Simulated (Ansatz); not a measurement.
# CH₈ClNSi₂: basis-set convergence

One table from this session's results is given with a row withheld; the runs are named, their logs left out.

Computed with Ansatz 0.2.0, Gaussian basis. Level: one geometry, several basis sets.

Levels to be run: PBE0-D4/def2-SVP; ωB97M-V/def2-SVP; PBE0-D4/def2-QZVPP; ωB97M-V/def2-QZVPP; the functionals' def2-TZVPP values are taken from earlier runs.

## The geometry

The geometry comes from an earlier relaxation with PBE0-D4 in a triple-zeta def2 set; it is a stationary point, not always the lowest conformer.

SMILES `C[Si](N)([SiH3])Cl`, 13 atoms, charge 0, spin multiplicity 1.

Atoms are counted from 1 here; the program's logs count them from 0.

Bond lengths: C1–Si2 1.859 Å, C1–H6 1.093 Å, C1–H7 1.092 Å, C1–H8 1.092 Å, Si2–N3 1.710 Å, Si2–Si4 2.339 Å, Si2–Cl5 2.092 Å, N3–H9 1.008 Å, N3–H10 1.009 Å, Si4–H11 1.487 Å, Si4–H12 1.489 Å, Si4–H13 1.489 Å. Angles: Si2–C1–H6 110.3°, Si2–C1–H7 110.5°, Si2–C1–H8 110.7°, H6–C1–H7 108.6°, H6–C1–H8 107.8°, H7–C1–H8 108.8°, C1–Si2–N3 108.6°, C1–Si2–Si4 115.4°, C1–Si2–Cl5 106.3°, N3–Si2–Si4 108.4°, N3–Si2–Cl5 113.2°, Si4–Si2–Cl5 105.1°, Si2–N3–H9 120.1°, Si2–N3–H10 119.9°, H9–N3–H10 110.7°, Si2–Si4–H11 110.4°, Si2–Si4–H12 111.0°, Si2–Si4–H13 109.4° and more.

Set-up of the first run:

in.yaml

```yaml
crystal:
  periodic: [false, false, false]
  atoms:
    - {symbol: C, position_ang: [-1.484471, 0.890023, -0.597805]}
    - {symbol: Si, position_ang: [0.180637, 0.078463, -0.438615]}
    - {symbol: N, position_ang: [0.068613, -1.519972, -1.035257]}
    - {symbol: Si, position_ang: [1.052216, -0.002097, 1.729942]}
    - {symbol: Cl, position_ang: [1.518717, 1.269794, -1.519231]}
    - {symbol: H, position_ang: [-1.805363, 0.895890, -1.643085]}
    - {symbol: H, position_ang: [-2.230175, 0.353543, -0.006706]}
    - {symbol: H, position_ang: [-1.442629, 1.925738, -0.255777]}
    - {symbol: H, position_ang: [0.851801, -2.148146, -0.948078]}
    - {symbol: H, position_ang: [-0.443329, -1.704147, -1.884656]}
    - {symbol: H, position_ang: [1.361723, 1.368716, 2.215863]}
    - {symbol: H, position_ang: [0.086581, -0.636883, 2.668972]}
    - {symbol: H, position_ang: [2.306078, -0.805523, 1.729232]}
basis:
  gaussian: {orbitals: def2-SVP}
hamiltonian: {xc: pbe0, dispersion: d4}
output: {orbitals: {seedname: orbitals}}
```

Launch:

```bash
ansatz run in.yaml --threads 4 --pin off --events-out ev --progress --plain --max-ram 10444MiB
```

Steps of the session up to this table: PBE0-D4 in def2-SVP; ωB97M-V in def2-SVP; PBE0-D4 in def2-QZVPP; ωB97M-V in def2-QZVPP.

One of the session's tables, all rows but one given; the rest of the session is left out.

It belongs to the step «Functionals by basis». 

| functional | basis | HOMO (eV) | LUMO (eV) |
| --- | --- | --- | --- |
| PBE0-D4 | def2-SVP | -7.56 | 0.49 |
| PBE0-D4 | def2-TZVPP | -7.70 | 0.13 |
| PBE0-D4 | def2-QZVPP | ? | ? |
| ωB97M-V | def2-SVP | -9.66 | 2.35 |
| ωB97M-V | def2-TZVPP | -9.81 | 1.83 |
| ωB97M-V | def2-QZVPP | -9.85 | 1.41 |

Estimate the missing values for PBE0-D4, def2-QZVPP.

The run gave: HOMO (eV): -7.74; LUMO (eV): 0.02. In the column «HOMO (eV)» it lies between ωB97M-V, def2-SVP (-9.66) and PBE0-D4, def2-TZVPP (-7.70).
